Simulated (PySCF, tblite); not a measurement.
**C5H11NOSi2: geometry, infrared bands and NMR shifts**

Aim: predict the infrared bands and NMR shifts of C5H11NOSi2 (`C=CC[C@H](C#N)O[SiH2][SiH3]`).

Computed with tblite 0.8.0 and PySCF 2.14.0, with density-fitted response routines of our own, on a single molecule in the gas phase. Atoms count from 0, in the outputs and in this text.

**1. The molecule as given**

20 atoms, charge 0, multiplicity 1; geometry from: force field or distance geometry start.

Bonds of the start (Å): C0–C1 1.32, C1–C2 1.53, C2–C3 1.53, C3–C4 1.50, C4–N5 1.15, C3–O6 1.44, O6–Si7 1.67, Si7–Si8 2.30, C0–H9 1.10, C0–H10 1.09, C1–H11 1.08, C2–H12 1.10, C2–H13 1.10, C3–H14 1.09, Si7–H15 1.48, Si7–H16 1.48, Si8–H17 1.49, Si8–H18 1.50, Si8–H19 1.49.

**2. Optimising the geometry with GFN2-xTB**

What the job is given:

```
{"job": {"kind": "relax", "xc": "GFN2-xTB", "basis": "xTB"}, "charge": 0, "multiplicity": 1}
C     -3.267500     1.084700    -0.741800
C     -2.079700     1.067000    -0.159900
C     -1.700900     0.144700     0.996300
C     -0.575300    -0.822500     0.618500
C     -0.434100    -1.831900     1.719400
N     -0.335400    -2.622400     2.553200
O      0.637400    -0.065900     0.462300
Si     1.820100    -0.624300    -0.571000
Si     3.756300     0.613700    -0.416000
H     -4.089400     0.432200    -0.425800
H     -3.482500     1.776800    -1.555900
H     -1.306600     1.746900    -0.491300
H     -1.408400     0.780000     1.848100
H     -2.592700    -0.412500     1.315100
H     -0.847300    -1.333900    -0.305900
H      1.251500    -0.572300    -1.937500
H      2.063700    -2.054400    -0.258800
H      4.778400     0.098300    -1.363600
H      3.487100     2.046200    -0.748900
H      4.320300     0.560100     0.965300
```

Run with:

```bash
$ OMP_NUM_THREADS=1 python probes_run.py task.json out
```

This one command runs all jobs of the session in turn.

**Question.** This job is followed by: GFN2-xTB harmonic vibrations, gas phase; GIAO PBE0/pcSseg-1 NMR shielding, non-relativistic, gas phase. What will the session give for the following? strongest single infrared mode (GFN2-xTB); zero-point energy (GFN2-xTB); 13C shifts against TMS (PBE0/pcSseg-1); 1H shifts against TMS (PBE0/pcSseg-1, means over atoms taken as alike); 15N shifts against NH3 (PBE0/pcSseg-1); 17O shifts against H2O (PBE0/pcSseg-1); 29Si shifts against TMS (PBE0/pcSseg-1).

The runs gave:

| quantity | value |
| --- | --- |
| strongest single infrared mode (GFN2-xTB) | 729 cm⁻¹, 833 km/mol |
| zero-point energy (GFN2-xTB) | 87.6 kcal/mol |
| 13C shifts against TMS (PBE0/pcSseg-1) | 143.2, 125.2, 123.4, 68.0, 48.3 ppm |
| 1H shifts against TMS (PBE0/pcSseg-1, means over atoms taken as alike) | 6.38, 5.55, 5.53, 5.46, 5.24, 3.74, 3.49, 2.89, 2.28 ppm |
| 15N shifts against NH3 (PBE0/pcSseg-1) | 306.8 ppm |
| 17O shifts against H2O (PBE0/pcSseg-1) | 24.8 ppm |
| 29Si shifts against TMS (PBE0/pcSseg-1) | -18.8, -119.1 ppm |

What this shows: Relaxing lowered the energy by 0.266 eV in 103 steps; the close pair that moved most is C3–C4, from 1.500 to 1.452 Å. No mode is imaginary among the 54: a minimum at this level. The strongest single mode, at 729 cm⁻¹, is carried by H16, H15, Si7. GFN2-xTB is a fitted tight-binding method: band positions and strengths are rough. Its intensities can rank the bands wrongly. C1 (alkene CH) lies farthest downfield among carbon, at 143.2 ppm; the olefinic region. H11 (hydrogen on an alkene CH) lies farthest downfield among hydrogen, at 6.38 ppm; a vinylic proton, deshielded by the sp2 carbon and the C=C anisotropy. At PBE0/pcSseg-1: Shielding is most anisotropic at N5 (span 466 ppm, paramagnetic term -380 ppm).
